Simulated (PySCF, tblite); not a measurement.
# C₆H₉FSi: geometry, infrared bands and NMR shifts

Aim: predict the infrared bands and NMR shifts of C₆H₉FSi (`C#C[C@@H](C)[C@@H]1C[Si@@H]1F`).

The runs use tblite 0.8.0 and PySCF 2.14.0, with density-fitted response routines of our own; the level of theory stands in each step. All values are computed, except where a source is named. Atoms are numbered from 0 throughout.

## (1) Starting geometry

17 atoms, charge 0, multiplicity 1; geometry from: force field or distance geometry start.

Bonds of the start (Å): C0–C1 1.19, C1–C2 1.49, C2–C3 1.53, C2–C4 1.49, C4–C5 1.50, C5–Si6 1.83, Si6–F7 1.60, Si6–C4 1.88, C0–H8 1.07, C2–H9 1.09, C3–H10 1.10, C3–H11 1.11, C3–H12 1.08, C4–H13 1.09, C5–H14 1.08, C5–H15 1.07, Si6–H16 1.48.

## (2) Optimising the geometry with GFN2-xTB

Job settings and geometry (Å):

```
{"job": {"kind": "relax", "xc": "GFN2-xTB", "basis": "xTB"}, "charge": 0, "multiplicity": 1}
C     -2.102900     1.590400     1.371400
C     -1.379200     0.713300     1.019500
C     -0.460800    -0.385300     0.621700
C     -1.262700    -1.516600    -0.020700
C      0.451500     0.248300    -0.377800
C      1.748900    -0.399000    -0.745300
Si     2.006800     1.121800     0.230700
F      2.112900     0.880200     1.809500
H     -2.760500     2.373500     1.679700
H      0.065100    -0.772400     1.494900
H     -0.595100    -2.328000    -0.342100
H     -1.978800    -1.951800     0.705000
H     -1.834200    -1.187000    -0.878400
H     -0.060400     0.779100    -1.180100
H      2.028400    -1.312700    -0.246100
H      2.071200    -0.357200    -1.764600
H      1.942700     2.515500    -0.261100
```

Launch:

```console
> OMP_NUM_THREADS=1 python probes_run.py task.json out
```

One launch serves the whole session: the jobs run in the order shown.

**Question.** This job is followed by: GFN2-xTB harmonic vibrations, gas phase; GIAO PBE0/pcSseg-1 NMR shielding, non-relativistic, gas phase. Predict these results of the whole session: strongest single infrared mode (GFN2-xTB); zero-point energy (GFN2-xTB); ¹³C shifts against TMS (PBE0/pcSseg-1); ¹H shifts against TMS (PBE0/pcSseg-1, means over atoms taken as alike); ²⁹Si shifts against TMS (PBE0/pcSseg-1); ¹⁹F shifts against CFCl3 (PBE0/pcSseg-1); surface potential, 1st and 99th percentile.

The runs gave:

```
                                                              quantity                                         value
                             strongest single infrared mode (GFN2-xTB)                         2492 cm⁻¹, 269 km/mol
                                          zero-point energy (GFN2-xTB)                                 80.5 kcal/mol
                                ¹³C shifts against TMS (PBE0/pcSseg-1)         94.3, 74.7, 28.6, 25.3, 23.5, 8.4 ppm
¹H shifts against TMS (PBE0/pcSseg-1, means over atoms taken as alike)  5.25, 2.35, 1.55, 1.47, 0.98, 0.91, 0.76 ppm
                               ²⁹Si shifts against TMS (PBE0/pcSseg-1)                                     -39.8 ppm
                              ¹⁹F shifts against CFCl3 (PBE0/pcSseg-1)                                    -259.6 ppm
                                 surface potential, 1st and 99th percentile                            -1.02 V and 1.31 V
```

What this shows: Over 62 steps the energy fell by 0.503 eV; of the close pairs, C4–C5 changed most, 1.496 to 1.556 Å. All 45 modes are real, so the xTB geometry is a minimum. The strongest single mode, at 2492 cm⁻¹, moves mainly H16. Unscaled tight-binding wavenumbers are off by several per cent, some by more. Its intensities can rank the bands wrongly. At PBE0/pcSseg-1: The widest tensor belongs to Si6: span 367 ppm, with a paramagnetic part of -490 ppm.
